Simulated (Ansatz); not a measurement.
# AsBH4O (SMILES BO[AsH2]): one structure at several levels

One table from this session's results is given with a row withheld; the runs are named, their logs left out.

Method: single points in def2-TZVPP; program: Ansatz 0.2.0, Gaussian basis.

Cores are frozen in the correlated methods. Filled d shells of the heavier atoms are correlated.

## The system as given

SMILES `BO[AsH2]`, 7 atoms, charge 0, spin multiplicity 1.

Atoms are counted from 1 here; the program's logs count them from 0.

Bond lengths: B1–O2 1.217 Å, B1–H4 1.327 Å, B1–H5 1.234 Å, O2–As3 1.982 Å, As3–H6 1.672 Å, As3–H7 1.775 Å. Angles: O2–B1–H4 112.3°, O2–B1–H5 136.4°, H4–B1–H5 110.6°, B1–O2–As3 131.8°, O2–As3–H6 82.6°, O2–As3–H7 92.5°, H6–As3–H7 89.5°.

Coordinates:

```xyz
7
charge 0, multiplicity 1
B    -1.11320    0.16040   -0.46150
O    -0.18720   -0.56630   -0.15390
As    1.15880   -0.44860    1.29670
H    -1.89360   -0.38240   -1.38810
H    -1.61360    1.20210   -0.02840
H     1.39200    1.08020    0.66130
H     2.45350   -1.06340    0.24920
```

The first run:

File run/in.yaml:

```yaml
crystal:
  periodic: [false, false, false]
  atoms:
    - {symbol: B, position_ang: [-1.113200, 0.160400, -0.461500]}
    - {symbol: O, position_ang: [-0.187200, -0.566300, -0.153900]}
    - {symbol: As, position_ang: [1.158800, -0.448600, 1.296700]}
    - {symbol: H, position_ang: [-1.893600, -0.382400, -1.388100]}
    - {symbol: H, position_ang: [-1.613600, 1.202100, -0.028400]}
    - {symbol: H, position_ang: [1.392000, 1.080200, 0.661300]}
    - {symbol: H, position_ang: [2.453500, -1.063400, 0.249200]}
basis:
  gaussian: {orbitals: def2-TZVPP}
correlation: {method: ccsd_t}
output: {forces: true}
```

The command line of these runs was not kept.

Among the steps run: CCSD(T)/def2-TZVPP; PBE0-D4/def2-TZVPP; wB97M-V/def2-TZVPP; r2SCAN-D4/def2-TZVPP; PBE-D4/def2-TZVPP; wB97X-V/def2-TZVPP; BHLYP-D4/def2-TZVPP.

One of the session's tables, all rows but one given; the rest of the session is left out.

| method | RMS force component (eV/Å) | angle to CCSD(T) forces (°) | dipole (D) |
| --- | --- | --- | --- |
| CCSD(T) | 3.204 | reference | 3.64 |
| PBE0-D4 | 2.932 | 1.9 | 3.40 |
| wB97M-V | 3.075 | 2.3 | 3.81 |
| r2SCAN-D4 | 2.893 | 2.5 | 3.15 |
| PBE-D4 | 2.835 | 4.5 | 3.07 |
| wB97X-V | 3.173 | 2.4 | 3.75 |
| BHLYP-D4 | ? | ? | ? |

Estimate the missing values for BHLYP-D4.

**Answer.** RMS force component (eV/Å): 3.003; angle to CCSD(T) forces (°): 5.3; dipole (D): 3.75. In the column «RMS force component (eV/Å)» it lies between PBE0-D4 (2.932) and wB97M-V (3.075).
